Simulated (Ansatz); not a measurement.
## CH₆GeSSi, SMILES [CH2]1[SiH2][S][GeH2]1: a polarisability from point charges, step by step

With Ansatz's Python interface.

The cells in order, each with its output:

**Cell 1**
```python
import ansatz as az
import numpy as np

mol = (
    az.Crystal.molecule()
    .atom("C", [-0.6715, 0.4477, 0.2655])
    .atom("Si", [-0.1296, 0.0128, -1.4481])
    .atom("S", [1.5159, -1.0991, -0.6926])
    .atom("Ge", [0.7447, -0.4092, 1.2425])
    .atom("H", [-0.6741, 1.5828, 0.3925])
    .atom("H", [-1.7206, 0.0823, 0.4713])
    .atom("H", [-1.0601, -0.8579, -2.1296])
    .atom("H", [0.355, 1.2043, -2.2242])
    .atom("H", [1.6085, 0.5886, 2.0276])
    .atom("H", [0.1149, -1.6034, 2.0982])
)
```

**Cell 2**
```python
calculation = (
    mol.calculation()
    .basis(gaussian="def2-SVP")
    .functional("PBE")
    .forces()
)
centre = np.mean([site.position_ang for site in mol.cartesian_sites], axis=0)
field = 2 * 14.399645 * 4.0 / 30.0 ** 2


def dipole(axis, sign):
    arm = 30.0 * np.eye(3)[axis]
    pair = [{"charge": sign * 4.0, "position_ang": (centre - arm).tolist()}, {"charge": -sign * 4.0, "position_ang": (centre + arm).tolist()}]
    deck = calculation.input().set(az.key.basis.gaussian.point_charges, pair)
    return np.array(az.Session.from_dict(deck).plan().execute().report["charge_distribution"]["dipole_moment_e_ang"])
```

**Cell 3**
```python
print(f"field {field:.4f} V/A")
alpha = np.array([(dipole(axis, 1) - dipole(axis, -1)) / (2 * field) * 14.399645 for axis in range(3)])
print("polarisability tensor (A^3)")
print(np.array2string(alpha, precision=3, suppress_small=True))
print(f"mean {np.trace(alpha) / 3:.3f} A^3 = {np.trace(alpha) / 3 / 0.14818471:.2f} bohr^3")
```
Output:
```text
field 0.1280 V/A
polarisability tensor (A^3)
[[10.232 -0.403  0.776]
 [-0.4    9.979 -0.443]
 [ 0.791 -0.451 13.312]]
mean 11.174 A^3 = 75.41 bohr^3
```

The geometry is a force-field or estimated start, not a minimum of this method, and the basis set is short of its limit. The field of two point charges is only nearly even. Without diffuse functions polarisabilities are unreliable, as a rule too low, and they change with the bond lengths of this unrelaxed start. Finished in 24 s on 1 thread of Arm Neoverse V2 (shared host), peak memory 0.23 GiB.

(Lines on the test bed's own set-up are left out of the output.)
